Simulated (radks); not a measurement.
# Mn⁴⁺ in [Ne] 3s1.5 3p6 3d3 4f0.5: an all-electron calculation

Aim: the levels, the sizes of the orbitals and the parts of the energy of the manganese ion Mn4+.

Program: radks (a radial shooting solver on a logarithmic mesh, Libxc functionals) version 1. Level of theory: scalar-relativistic Kohn-Sham, PBEsol, spin-polarised, spherical densities, finite nucleus; open shells are filled with parallel spins first. These are calculated values, not measurements, unless marked.

## Step 1: The atom as given

* element: manganese (Z = 25)
* charge: +4
* electrons: 21
* configuration: [Ne] 3s1.5 3p6 3d3 4f0.5
* nuclear rms radius: 3.7057 fm

## Step 2: The calculation

The run's settings:

```text
Z 25
configuration [Ne] 3s1.5 3p6 3d3 4f0.5
relativity scalar-relativistic
functional pbe_sol,pbe_sol
spin polarised
nucleus finite rms 3.7057 fm
c 137.035999084
```

**Question.** What will this run give?

As calculated:

```
                        quantity                   value
                    total energy     -1151.00743 hartree
exchange-correlation share of it                  4.25 %
                            −T/E                  1.0111
          highest occupied level       4f up, -17.994 eV
    most extended occupied level  4f up, <r> = 3.56 bohr
 radius at density 0.001 e/bohr³               3.58 bohr
    maxima of the radial density                       3
```

The radial density shows 3 maxima for 4 occupied principal shells; where shells overlap, one shows as a shoulder or not at all. −T/E is 1.011: with relativity the kinetic term as defined here no longer equals −E. This is not the tabulated ground configuration, so its levels and sizes aren't those of the ground state, and no measured value stands beside it.
